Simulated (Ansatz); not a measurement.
**C₂H₅Cl₃OZr: vertical ionisation energy**

The task here is to estimate one member of a computed series from the others.

The runs use Ansatz 0.2.0, Gaussian basis; unrestricted cation, the program's frozen cores in correlated methods.

Plan: UKS PBE-D4/def2-TZVPP; UKS r2SCAN-D4/def2-TZVPP; UKS PBE0-D4/def2-TZVPP; UKS B3LYP-D4/def2-TZVPP; UKS wB97X-V/def2-TZVPP; UKS wB97M-V/def2-TZVPP; UKS B2PLYP/def2-TZVPP; then −ε(HOMO) from the neutral's earlier runs with LDA (SPW92), PBE-D4, revPBE-D4, BLYP-D4, r2SCAN-D4, B97M-V, PBE0-D4, B3LYP-D4, r2SCANh-D4, r2SCAN0-D4, HSE06-D4, BHLYP-D4, CAM-B3LYP-D4, LC-ωPBE, ωB97X-V, ωB97M-V.

1 further run of the same task is left out (it didn't finish).

### The geometry

The geometry comes from an earlier relaxation with PBE0-D4 in a triple-zeta def2 set; it is a stationary point, not always the lowest conformer. Zr takes the def2 core potential; no spin-orbit term is included.

SMILES `CC[O][Zr]([Cl])([Cl])[Cl]`, 12 atoms, charge 0, spin multiplicity 1.

Atoms are counted from 1 here; the program's logs count them from 0.

Bond lengths: C1–C2 1.510 Å, C1–H8 1.092 Å, C1–H9 1.092 Å, C1–H10 1.092 Å, C2–O3 1.406 Å, C2–H11 1.095 Å, C2–H12 1.095 Å, O3–Zr4 1.865 Å, Zr4–Cl5 2.343 Å, Zr4–Cl6 2.343 Å, Zr4–Cl7 2.343 Å. Angles: C2–C1–H8 110.8°, C2–C1–H9 109.8°, C2–C1–H10 110.8°, H8–C1–H9 108.4°, H8–C1–H10 108.5°, H9–C1–H10 108.4°, C1–C2–O3 111.0°, C1–C2–H11 111.0°, C1–C2–H12 111.0°, O3–C2–H11 107.9°, O3–C2–H12 107.9°, H11–C2–H12 107.9°, C2–O3–Zr4 176.3°, O3–Zr4–Cl5 108.3°, O3–Zr4–Cl6 107.9°, O3–Zr4–Cl7 108.2°, Cl5–Zr4–Cl6 110.7°, Cl5–Zr4–Cl7 111.0° and more.

As a file:

```mol
C2H5Cl3OZr
  3D, bonds by distance, orders not assigned

 12 11  0  0  0  0  0  0  0  0999 V2000
   -0.6091   -0.8134    1.5831 C   0  0
    0.5295   -0.9361    0.5996 C   0  0
    0.4123    0.0158   -0.4287 O   0  0
    0.1570    1.3174   -1.7404 Zr  0  0
    2.0307    2.7247   -1.7524 Cl  0  0
   -1.7773    2.5205   -1.1930 Cl  0  0
   -0.0950    0.2385   -3.8054 Cl  0  0
   -1.5686   -0.9756    1.0881 H   0  0
   -0.4984   -1.5592    2.3735 H   0  0
   -0.6197    0.1766    2.0431 H   0  0
    0.5449   -1.9289    0.1386 H   0  0
    1.4937   -0.7805    1.0940 H   0  0
  1  2  8  0
  2  3  8  0
  3  4  8  0
  4  5  8  0
  4  6  8  0
  4  7  8  0
  1  8  8  0
  1  9  8  0
  1 10  8  0
  2 11  8  0
  2 12  8  0
M  END
```

The first run:

Input file in.yaml:

```yaml
crystal:
  periodic: [false, false, false]
  atoms:
    - {symbol: C, position_ang: [-0.609148, -0.813399, 1.583074]}
    - {symbol: C, position_ang: [0.529517, -0.936071, 0.599584]}
    - {symbol: O, position_ang: [0.412299, 0.015840, -0.428675]}
    - {symbol: Zr, position_ang: [0.157049, 1.317414, -1.740445]}
    - {symbol: Cl, position_ang: [2.030683, 2.724715, -1.752428]}
    - {symbol: Cl, position_ang: [-1.777329, 2.520510, -1.192988]}
    - {symbol: Cl, position_ang: [-0.094972, 0.238461, -3.805388]}
    - {symbol: H, position_ang: [-1.568627, -0.975553, 1.088121]}
    - {symbol: H, position_ang: [-0.498371, -1.559206, 2.373456]}
    - {symbol: H, position_ang: [-0.619691, 0.176624, 2.043106]}
    - {symbol: H, position_ang: [0.544863, -1.928854, 0.138630]}
    - {symbol: H, position_ang: [1.493727, -0.780480, 1.093963]}
basis:
  gaussian: {orbitals: def2-TZVPP}
total_charge: 1
magnetization: {spin_polarized: true, initial_magnetization: 1}
hamiltonian: {xc: pbe, dispersion: d4}
```

Among the steps run: Cation, UKS PBE-D4/def2-TZVPP; Cation, UKS r2SCAN-D4/def2-TZVPP; Cation, UKS PBE0-D4/def2-TZVPP; Cation, UKS B3LYP-D4/def2-TZVPP; Cation, UKS wB97X-V/def2-TZVPP; Cation, UKS wB97M-V/def2-TZVPP; Cation, UKS B2PLYP (frozen core)/def2-TZVPP.

One table of the session follows, with a row left open; its other results are not shown here.

It belongs to the step «Ionisation energies side by side». Orbital estimates, from the neutral's runs:

| functional | −ε(HOMO) (eV) |
| --- | --- |
| LDA (SPW92) | 7.73 |
| PBE-D4 | 7.59 |
| revPBE-D4 | 7.54 |
| BLYP-D4 | 7.47 |
| r2SCAN-D4 | 7.94 |
| B97M-V | ? |
| PBE0-D4 | 9.04 |
| B3LYP-D4 | 8.78 |
| r2SCANh-D4 | 8.48 |
| r2SCAN0-D4 | 9.28 |
| HSE06-D4 | 8.64 |
| BHLYP-D4 | 10.38 |
| CAM-B3LYP-D4 | 10.43 |
| LC-ωPBE | 11.82 |
| ωB97X-V | 11.46 |
| ωB97M-V | 11.32 |

**Question.** Estimate the row for B97M-V.

The run gave: −ε(HOMO) (eV): 8.03. In the column «−ε(HOMO) (eV)» it lies between r2SCAN-D4 (7.94) and r2SCANh-D4 (8.48).
